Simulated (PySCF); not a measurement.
**[PbCl3(H2O)]+: other functionals and bases at one geometry**

An exercise on one series of results from a longer session: the logs are not shown, and one member is left open.

Method: several levels, as the steps say, no spin–orbit coupling; program: PySCF 2.14.0.

1 further run of the same task is left out (for a known fault of the program).

## The starting structure

7 atoms, charge 1, spin multiplicity 1.

Bond lengths: Pb1–Cl2 2.377 Å, Pb1–Cl3 2.375 Å, Pb1–Cl4 2.377 Å, Pb1–O5 2.332 Å, O5–H6 0.970 Å, O5–H7 0.970 Å. Angles: Cl2–Pb1–Cl3 118.3°, Cl2–Pb1–Cl4 119.9°, Cl2–Pb1–O5 94.8°, Cl3–Pb1–Cl4 118.3°, Cl3–Pb1–O5 99.3°, Cl4–Pb1–O5 94.8°, Pb1–O5–H6 124.9°, Pb1–O5–H7 124.9°, H6–O5–H7 108.5°.

Geometry (Å):

```
Pb    0.0608   -0.1022    0.1022
Cl    1.1346    1.7161    1.1926
Cl   -1.6296   -1.2813    1.2813
Cl    1.1346   -1.1926   -1.7161
O    -1.2857    1.2443   -1.2443
H    -1.5114    2.1689   -1.0550
H    -1.5114    1.0550   -2.1689
```

Formal oxidation states: Pb +4. An earlier session relaxed this geometry at PBE0, Pb def2-SVP with ECP60, Cl def2-SVP, O def2-SVP, H def2-SVP (singlet, point group Cs).

At PBE0 on the finer grid: E = -1648.664108 Eh, HOMO -14.21 eV, LUMO -9.83 eV, Mulliken charge on Pb1 +1.01 e, largest force component 0.013 eV/Å. 

Levels to run: revPBE; PBE; PBE0, TZVP. Hardware: 2 threads of Intel Xeon at 2.50GHz (Skylake/Cascade Lake), shared host.

Set-up of the first run:

File run.py (the lines that set the calculation):

```python
mol = gto.M(atom='''
Pb     0.06078    -0.10218     0.10218
Cl     1.13458     1.71611     1.19264
Cl    -1.62963    -1.28134     1.28134
Cl     1.13458    -1.19264    -1.71611
O     -1.28572     1.24428    -1.24428
H     -1.51140     2.16893    -1.05496
H     -1.51140     1.05496    -2.16893''',
    basis={'Pb': 'def2-SVP', 'Cl': 'def2-SVP', 'O': 'def2-SVP', 'H': 'def2-SVP'},
    ecp={'Pb': 'def2-SVP'},
    charge=1, spin=0)
mf = dft.RKS(mol, xc='PBE_R,PBE')
mf.grids.atom_grid = (75, 302)
mf = mf.density_fit()  # fitting sets: Pb def2-universal-JKFIT, Cl def2-universal-JKFIT, O def2-universal-JKFIT, H def2-universal-JKFIT
mf.conv_tol = 1e-08; mf.max_cycle = 55
mf.kernel(dm0)  # dm0: the density of the relaxed state
```

Run with:

```console
$ OMP_NUM_THREADS=2 python run.py
```

Among the steps run: revPBE; PBE; PBE0, TZVP.

One table of the session follows, with a row left open; its other results are not shown here.

| level | HOMO (eV) | gap (eV) | charge on Pb1 (e) | dipole (D) | largest force component (eV/Å) |
| --- | --- | --- | --- | --- | --- |
| PBE0 (relaxed here) | -14.21 | 4.38 | 1.01 | 5.04 | 0.01 |
| revPBE | -12.66 | 2.24 | 0.93 | 5.00 | 0.48 |
| PBE | ? | ? | ? | ? | ? |
| PBE0, TZVP | -14.26 | 4.48 | 1.19 | 4.84 | 0.47 |

Q: Estimate the row for PBE from the others.

**Answer.** HOMO (eV): -12.68; gap (eV): 2.21; charge on Pb1 (e): 0.88; dipole (D): 5.02; largest force component (eV/Å): 0.46. In the column «HOMO (eV)» it lies between PBE0 (relaxed here) (-14.21) and revPBE (-12.66).

The dipole of a charged species depends on the origin, so these sizes hold for this origin alone.

In one basis the HOMO–LUMO gap runs from 2.21 eV (PBE) to 4.38 eV (PBE0). The largest leftover force, 0.48 eV/Å with revPBE, stands at a geometry relaxed at another level. Total energies of different levels can't be compared.
